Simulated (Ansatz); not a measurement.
# Cl2FNbO: a relaxed scan of the bond length Nb2–F3

Aim: the energy along the bond length Nb2–F3, from CCSD(T) and from cheaper methods, relative to the minimum. At each value the rest of the molecule is relaxed at PBE0-D4 with the distance held.

The runs use Ansatz 0.2.0, Gaussian basis; single points in def2-TZVPP.

Levels: PBE-D4, r2SCAN-D4, PBE0-D4, B3LYP-D4, wB97M-V, Hartree-Fock, MP2, CCSD, CCSD(T). The scan takes 1.629, 1.693, 1.787, 1.898, 2.019, 2.151, 2.291, 2.438, 2.591 Å.

Cores are frozen in the correlated methods. Core potentials replace the inner electrons past krypton, and spin-orbit coupling is left out. B3LYP uses VWN-RPA correlation.

18 further runs of the same task are left out: 18 set aside as unsound or not needed.

## Step 1: The starting structure

5 atoms, charge 0, spin multiplicity 1.

Atoms are counted from 1 here; the program's logs count them from 0.

Bond lengths: O1–Nb2 1.827 Å, Nb2–F3 1.965 Å, Nb2–Cl4 2.327 Å, Nb2–Cl5 2.401 Å. Angles: O1–Nb2–F3 108.0°, O1–Nb2–Cl4 111.3°, O1–Nb2–Cl5 110.8°, F3–Nb2–Cl4 108.1°, F3–Nb2–Cl5 109.3°, Cl4–Nb2–Cl5 109.3°.

Coordinates:

```xyz
5

O     0.06280   -0.15230    1.90950
Nb    0.04540   -0.06350    0.08500
F     1.42600   -1.28540   -0.59420
Cl   -2.00800   -0.73960   -0.77660
Cl    0.52360    2.16710   -0.66510
```

## Step 2: A first relaxation in a small basis

Input file pre/in.yaml:

```yaml
crystal:
  periodic: [false, false, false]
  atoms:
    - {symbol: O, position_ang: [0.062800, -0.152300, 1.909500]}
    - {symbol: Nb, position_ang: [0.045400, -0.063500, 0.085000]}
    - {symbol: F, position_ang: [1.426000, -1.285400, -0.594200]}
    - {symbol: Cl, position_ang: [-2.008000, -0.739600, -0.776600]}
    - {symbol: Cl, position_ang: [0.523600, 2.167100, -0.665100]}
basis:
  gaussian: {orbitals: def2-SVP}
hamiltonian: {xc: pbe, dispersion: d4}
relax: {f_tol: 0.03, max_steps: 250}
```

The command line of these runs was not kept.

The runs that follow: Relaxation at PBE0-D4; The minimum at every level; Nb2–F3 = 1.629 Å; Nb2–F3 = 1.693 Å; Nb2–F3 = 1.787 Å; Nb2–F3 = 1.898 Å; Nb2–F3 = 2.019 Å; Nb2–F3 = 2.151 Å; Nb2–F3 = 2.291 Å; Nb2–F3 = 2.438 Å; Nb2–F3 = 2.591 Å.

**Question.** What will these runs give? Wanted: highest point, CCSD(T); lowest point, CCSD(T); minimum along the scan, CCSD(T); RMS deviation from CCSD(T); largest T1 diagnostic.

**Answer**, as computed:

| quantity | value |
| --- | --- |
| highest point, CCSD(T) | 2.756 eV at 2.591 Å |
| lowest point, CCSD(T) | 0.000 eV at 1.851 Å |
| minimum along the scan, CCSD(T) | 1.857 Å |
| curvature there | 28.5 eV/Å² |
| RMS deviation from CCSD(T) | PBE-D4 0.163, r2SCAN-D4 0.045, PBE0-D4 0.038, B3LYP-D4 0.085, wB97M-V 0.025, Hartree-Fock 0.150, MP2 0.039, CCSD 0.050 eV |
| largest T1 diagnostic | 0.025 |

In words: A polynomial through the near points puts the CCSD(T) minimum 0.006 Å above the PBE0-D4 value. The well is lopsided: squeezing costs more than stretching by the same length. Curvature against CCSD(T): PBE-D4 -9 %, Hartree-Fock +7 %. The curve of wB97M-V lies nearest to CCSD(T), that of PBE-D4 farthest. The T1 diagnostic is large here, over the usual mark for main-group molecules (transition-metal compounds often pass it harmlessly), so CCSD(T) itself may be off.
